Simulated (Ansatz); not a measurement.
# Si2Ge: the cost of one run

Computed with Ansatz 0.2.0 (DFT PBE, scalar-relativistic, plane waves, PAW, unless a step's input says otherwise).

## (1) The system as given

It takes space group P-62m (No. 189, hexagonal). The conventional cell has a = 4.967 Å, b = 4.967 Å, c = 4.650 Å, α = 90.00°, β = 90.00°, γ = 120.00°. Si (site symmetry m2m) has 4 Ge at 2.85 Å and 8 Si at 2.85 to 2.87 Å as nearest neighbours. Around Si (site symmetry -62m) lie 6 Si at 2.85 Å and 6 Ge at 2.87 Å. Ge (site symmetry -6) has 9 Si at 2.85 to 2.87 Å and 3 Ge at 2.87 Å as nearest neighbours.

Coordinates:

```
CELL_PARAMETERS angstrom
4.96696 0.00000 0.00000
-2.48348 4.30152 0.00000
0.00000 0.00000 4.65016
ATOMIC_POSITIONS crystal
Si 0.33333 0.00000 0.50000
Si 0.00000 0.33333 0.50000
Si 0.66667 0.66667 0.50000
Si 0.00000 0.00000 0.00000
Ge 0.66667 0.33333 0.00000
Ge 0.33333 0.66667 0.00000
```

The start is an ordering of an alloy on its end members' structure types: elements ordered on the sites of the Rh type, Si/Ge on Rh (P-62m, No. 189).

## (2) Probe: one point on a coarse mesh

input.yaml

```yaml
crystal:
  lattice:
    - [4.96696457, 0.0, 0.0]
    - [-2.48348228, 4.30151749, 0.0]
    - [0.0, 0.0, 4.65015749]
  atoms:
    - { symbol: Si, position: [0.33333333, 0.0, 0.5] }
    - { symbol: Si, position: [0.0, 0.33333333, 0.5] }
    - { symbol: Si, position: [0.66666667, 0.66666667, 0.5] }
    - { symbol: Si, position: [0.0, 0.0, 0.0] }
    - { symbol: Ge, position: [0.66666667, 0.33333333, 0.0] }
    - { symbol: Ge, position: [0.33333333, 0.66666667, 0.0] }
basis:
  ecutwfc: 420
kpoints:
  mp_grid: { grid: [6, 6, 4] }
hamiltonian:
  xc: pbe
scf:
  occupations: { method: gaussian, width: 0.1 }
  lower_state_search: "off"
output:
  forces: true
  stress: true
  eigenvalues: true
```

Command:

```
$ ansatz run input.yaml --threads 1 --pin off --max-ram 2560MiB --backend cpu --events-out ev --progress --plain --runs-dir out
```

**Question.** How long does this run take on 1 thread of Arm Neoverse V2, shared host, and how much memory does it need?

About 4.5 s, with a peak of 0.32 GiB.
